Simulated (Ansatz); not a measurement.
# Te3MoPt: the cost of one run

Program: Ansatz 0.2.0. Level of theory: DFT PBE, scalar-relativistic, plane waves, PAW. These are calculated values, not measurements.

2 further runs of the same task are left out: 1 that didn't finish, 1 set aside as unsound or not needed.

## Step 1: The starting structure

The structure is cubic, space group Pm-3m (No. 221). Conventional cell: a = 5.685 Å, b = 5.685 Å, c = 5.685 Å, α = 90.00°, β = 90.00°, γ = 90.00°. Te (site symmetry 4/mmm) has 2 Mo at 2.84 Å and 4 Pt at 4.02 Å as nearest neighbours. Around Mo (site symmetry m-3m) lie 6 Te at 2.84 Å. Pt (site symmetry m-3m) is surrounded by 12 Te at 4.02 Å.

Structure file:

```xyz
5
Lattice="5.6849 0.0000 0.0000 0.0000 5.6849 0.0000 0.0000 0.0000 5.6849" Properties=species:S:1:pos:R:3 pbc="T T T"
Te    0.0000    2.8424    2.8424
Te    2.8424    0.0000    2.8424
Te    2.8424    2.8424    0.0000
Mo    2.8424    2.8424    2.8424
Pt    0.0000    0.0000    0.0000
```

The cell is invented: species swapped into a database cell of Sr3BiP (Pm-3m, No. 221), with Te on the Sr sites, Pt on the Bi sites and Mo on the P sites. The dimensions are guesses.

## Step 2: The guess as it stands, on a coarse mesh

input.yaml

```yaml
crystal:
  lattice:
    - [5.68488868, 0.0, 0.0]
    - [0.0, 5.68488868, 0.0]
    - [0.0, 0.0, 5.68488868]
  atoms:
    - { symbol: Te, position: [0.0, 0.5, 0.5] }
    - { symbol: Te, position: [0.5, 0.0, 0.5] }
    - { symbol: Te, position: [0.5, 0.5, 0.0] }
    - { symbol: Mo, position: [0.5, 0.5, 0.5] }
    - { symbol: Pt, position: [0.0, 0.0, 0.0] }
basis:
  ecutwfc: 420
kpoints:
  mp_grid: { grid: [4, 4, 4] }
hamiltonian:
  xc: pbe
scf:
  occupations: { method: gaussian, width: 0.1 }
  lower_state_search: "off"
output:
  forces: true
  stress: true
  eigenvalues: true
```

Run with:

```sh
$ ansatz run input.yaml --threads 1 --pin off --max-ram 2560MiB --backend cpu --events-out ev --progress --plain --runs-dir out
```

Q: Estimate wall time and peak memory on 1 thread of Intel Xeon Platinum 8375C at 2.90GHz (Ice Lake), shared host.

About 3.8 s, with a peak of 0.47 GiB.
